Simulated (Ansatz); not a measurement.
# BF3H2: the cost of one run

Method: RKS PBE0-D4/def2-SVP, in Ansatz 0.2.0.

## Step 1: The system as given

Bond lengths: B1–F3 1.320 Å, B1–F4 1.320 Å, B1–F5 1.620 Å. Angles: F3–B1–F4 120.0°, F3–B1–F5 97.0°, F4–B1–F5 101.2°.

Coordinates:

```xyz
6

B     0.0000    0.0000    0.0000
H     0.0000    0.0000    1.5400
F     1.1431    0.0000   -0.6600
F    -1.1431    0.0000   -0.6600
F     0.0677   -1.5359    0.5108
H     0.0382   -0.8667    1.4996
```

## Step 2: A restrained relaxation towards end A

Springs on the bonds that form and break draw the guess towards this end; the thresholds are loose.

The input, input.yaml:

```yaml
crystal:
  periodic: [false, false, false]
  atoms:
    - { symbol: B, position_ang: [0.0, 0.0, 0.0] }
    - { symbol: H, position_ang: [0.0, 0.0, 1.54] }
    - { symbol: F, position_ang: [1.1431, 0.0, -0.66] }
    - { symbol: F, position_ang: [-1.1431, 0.0, -0.66] }
    - { symbol: F, position_ang: [0.0677, -1.5359, 0.5108] }
    - { symbol: H, position_ang: [0.0382, -0.8667, 1.4996] }
basis:
  gaussian: { orbitals: def2-SVP }
hamiltonian:
  xc: pbe0
  dispersion: d4
relax:
  f_tol: 0.15
  max_steps: 25
  restrain:
    - { distance: [0, 4], at: 2.52, k: 30.0 }
    - { distance: [5, 1], at: 1.86, k: 30.0 }
    - { distance: [0, 1], at: 1.19, k: 30.0 }
    - { distance: [5, 4], at: 0.92, k: 30.0 }
```

Launch:

```console
$ ansatz run input.yaml --threads 1 --pin off --max-ram 2048MiB --backend cpu --events-out ev --progress --plain --runs-dir out
```

Q: Estimate wall time and peak memory on 1 thread of Arm Neoverse V1, shared host.

About 16 s, with a peak of 0.12 GiB.
